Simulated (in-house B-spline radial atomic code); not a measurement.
# Au⁷²⁺: excited configurations

How much energy does it take to promote electrons of Au⁷²⁺ to other shells? Each configuration is solved by itself and compared with the reference.

Method: Dirac-Hartree-Fock, average of configuration, Fermi nucleus, basis-set limit. Code: in-house B-spline radial atomic code version 1.

### 1 What is computed

* element: gold (Z = 79)
* charge: +72
* electrons: 7
* configuration: [He] 2s2 2p3
* Hamiltonian: Dirac-Coulomb
* nucleus: Fermi, rms radius 5.437 fm

The outer shells:

[He] 2s2 2p3
```
[He] core
2s [↑↓]
2p [↑ ][↑ ][↑ ]
```

The boxes draw the filling by Hund's rule, which heavy ions in jj coupling don't follow; these runs average over all states of the configuration.

Settings, as recorded:

```ini
Z = 79
electrons = 7.0
configuration = [He] 2s2 2p3
hamiltonian = dirac
method = hf
spin_polarised = False
nucleus = fermi
rms_radius = 5.4371
mass_number = 197
atomic_mass = 196.966570103
speed_of_light = 137.035999084
```

From the earlier run of the reference: total energy -10710.776875 hartree. Levels, eight at most:

| orbital | occupation | energy (eV) | <r> (bohr) |
| --- | --- | --- | --- |
| 1s1/2 | 2 | -89269.1 | 0.01682 |
| 2s1/2 | 2 | -21519.1 | 0.06845 |
| 2p1/2 | 1 | -21163.7 | 0.05609 |
| 2p3/2 | 2 | -19198.2 | 0.06398 |

### 2 [He] 2s1 2p3 3p1

Settings, as recorded:

```ini
Z = 79
electrons = 7.0
configuration = [He] 2s1 2p3 3p1
hamiltonian = dirac
method = hf
spin_polarised = False
nucleus = fermi
rms_radius = 5.4371
mass_number = 197
atomic_mass = 196.966570103
speed_of_light = 137.035999084
```

### 3 Run with [He] 2s2 2p2 6f1

Changes to the settings of step 2:

```diff
@@ -2,3 +2,3 @@
 electrons = 7.0
-configuration = [He] 2s1 2p3 3p1
+configuration = [He] 2s2 2p2 6f1
 hamiltonian = dirac
```

### 4 [He] 2s1 2p3 3s1

Changes to the settings of step 3:

```diff
@@ -2,3 +2,3 @@
 electrons = 7.0
-configuration = [He] 2s2 2p2 6f1
+configuration = [He] 2s1 2p3 3s1
 hamiltonian = dirac
```

### 5 [He] 2s2 2p2 6g1

Changes to the settings of step 4:

```diff
@@ -2,3 +2,3 @@
 electrons = 7.0
-configuration = [He] 2s1 2p3 3s1
+configuration = [He] 2s2 2p2 6g1
 hamiltonian = dirac
```

### 6 [He] 2s2 2p2 5s1

Changes to the settings of step 5:

```diff
@@ -2,3 +2,3 @@
 electrons = 7.0
-configuration = [He] 2s2 2p2 6g1
+configuration = [He] 2s2 2p2 5s1
 hamiltonian = dirac
```

How far above the reference does each configuration lie (order and size, in eV)?

**Answer**, as computed:

| net move | configuration | energy above the reference (eV) | with Breit, QED, recoil (eV) | largest <r> (bohr) |
| --- | --- | --- | --- | --- |
| 2s → 3s | [He] 2s1 2p3 3s1 | 12387.8 | 12348.6 | 0.166 |
| 2s → 3p | [He] 2s1 2p3 3p1 | 12893.3 | 12849.5 | 0.162 |
| 2p → 5s | [He] 2s2 2p2 5s1 | 16710.0 | 16680.2 | 0.473 |
| 2p → 6f | [He] 2s2 2p2 6f1 | 17820.7 | 17788.0 | 0.652 |
| 2p → 6g | [He] 2s2 2p2 6g1 | 17828.0 | 17795.3 | 0.599 |

Quantum defects of the promoted electron, δ = n − ζ/√(−2ε) with ζ = 73 and ε its orbital energy in hartree:

| promotion | δ |
| --- | --- |
| 2s → 3s | 0.359 |
| 2s → 3p | 0.101 |
| 2p → 5s | 0.196 |
| 2p → 6f | 0.025 |
| 2p → 6g | 0.014 |

**Reading.** At the bottom stands 2s → 3s (12387.8 eV), at the top 2p → 6g (17828.0 eV). Of those tabulated, the defect is largest for 3s (0.36) and least for 6g (0.01); at this charge much of the defect is relativistic. Two partly filled shells share a symmetry and can mix in the average, which may lower the energy, for: 2s → 3s; 2s → 3p. These are averages over configurations, without correlation, not spectroscopic levels.
